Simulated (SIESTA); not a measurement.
HfMo:

```
CELL_PARAMETERS angstrom
1.67120 -2.47247 0.00000
1.67120 2.47247 0.00000
0.00000 0.00000 4.44701
ATOMIC_POSITIONS crystal
Hf 0.00000 0.00000 0.00000
Mo 0.50000 0.50000 0.50000
```

The cell comes from a database or a generator and needn't be the stable form of this composition.

Base run:

| Item | Value |
| --- | --- |
| Program | SIESTA 5.4.2 |
| Functional | vdW-DF |
| Potentials or basis | PseudoDojo 0.4 standard (PBE files) |
| Basis | DZP (energy shift 0.003 Ry; two zetas on semicore shells) |
| Grid cutoff | 800 Ry |
| Energy shift | 0.003 Ry |
| k mesh | 10 × 10 × 6 |
| Occupations | fermi-dirac, width 0.05 eV |
| Spin | no spin polarisation |

Its results: band gap on the k mesh none (metal or under the smearing width); pressure 5.8 GPa.

Task: After a change of settings the same cell gave: band gap on the k mesh none (metal or under the smearing width); pressure -3.9 GPa. Which change was it?
A. functional from vdW-DF to optB88-vdW
B. functional from vdW-DF to vdW-DF2
C. functional from vdW-DF to vdW-DF-cx
D. functional from vdW-DF to PBE

Result: C.

Caveats: short orbitals over semicore shells can move pressures by several GPa; the potentials were made for another functional, which shifts forces and pressure; the basis of atomic orbitals isn't converged, which shifts pressures, moduli and gaps.
